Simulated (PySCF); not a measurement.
# C₃H₅F₃SeSi: electronic excitations

What electronic excitations should C₃H₅F₃SeSi (`C=C[SiH2][Se]C(F)(F)F`) show?

The runs use PySCF 2.14.0, with density-fitted response routines of our own; the level of theory stands in each step. All values are computed, except where a source is named. Atoms count from 0, in the outputs and in this text.

## (1) Starting geometry

13 atoms, charge 0, multiplicity 1; geometry from: GFN2-xTB.

Bonds of the start (Å): C0–C1 1.33, C1–Si2 1.88, Si2–Se3 2.34, Se3–C4 1.94, C4–F5 1.34, C4–F6 1.33, C4–F7 1.34, C0–H8 1.08, C0–H9 1.08, C1–H10 1.08, Si2–H11 1.46, Si2–H12 1.46.

## (2) TDDFT and polarisability: CAM-B3LYP/def2-SVPD

Job settings and geometry (Å):

```
{"job": {"kind": "uv", "xc": "CAM-B3LYP", "basis": "def2-SVPD", "nstates": 8, "ntriplets": 3}, "charge": 0, "multiplicity": 1}
C     -1.916263    -0.305365    -0.737778
C     -1.566078     0.663477     0.097072
Si    -0.207654     0.523312     1.393862
Se     1.120080    -1.336679     0.904447
C      2.021191    -0.539721    -0.622427
F      1.187086    -0.308274    -1.641559
F      2.979363    -1.344099    -1.064781
F      2.586262     0.633737    -0.320886
H     -1.420979    -1.265105    -0.734386
H     -2.704303    -0.187557    -1.464334
H     -2.092313     1.609203     0.052885
H     -0.690010     0.187255     2.731235
H      0.699228     1.670304     1.388923
```

Level: TDDFT CAM-B3LYP/def2-SVPD, vertical, gas phase, core orbitals frozen in the response.

Started as:

```console
$ OMP_NUM_THREADS=1 python probes_run.py task.json out
```

One launch serves the whole session: the jobs run in the order shown.

Predict these results of the whole session: lowest singlet (CAM-B3LYP/def2-SVPD); brightest single state of those computed; lowest triplet.

The runs gave:

```
                                quantity                        value
    lowest singlet (CAM-B3LYP/def2-SVPD)  5.11 eV (243 nm), f = 0.003
brightest single state of those computed  state 4, 6.86 eV, f = 0.096
                          lowest triplet                      4.25 eV
```

In words: The lowest singlet, at 5.11 eV, is HOMO→LUMO+1 0.87 and is weak; of the 8 states computed, the strongest absorption comes from state 4 at 6.86 eV. The lowest triplet lies 0.86 eV below the lowest singlet (triplets in Tamm-Dancoff, singlets in full TDDFT).
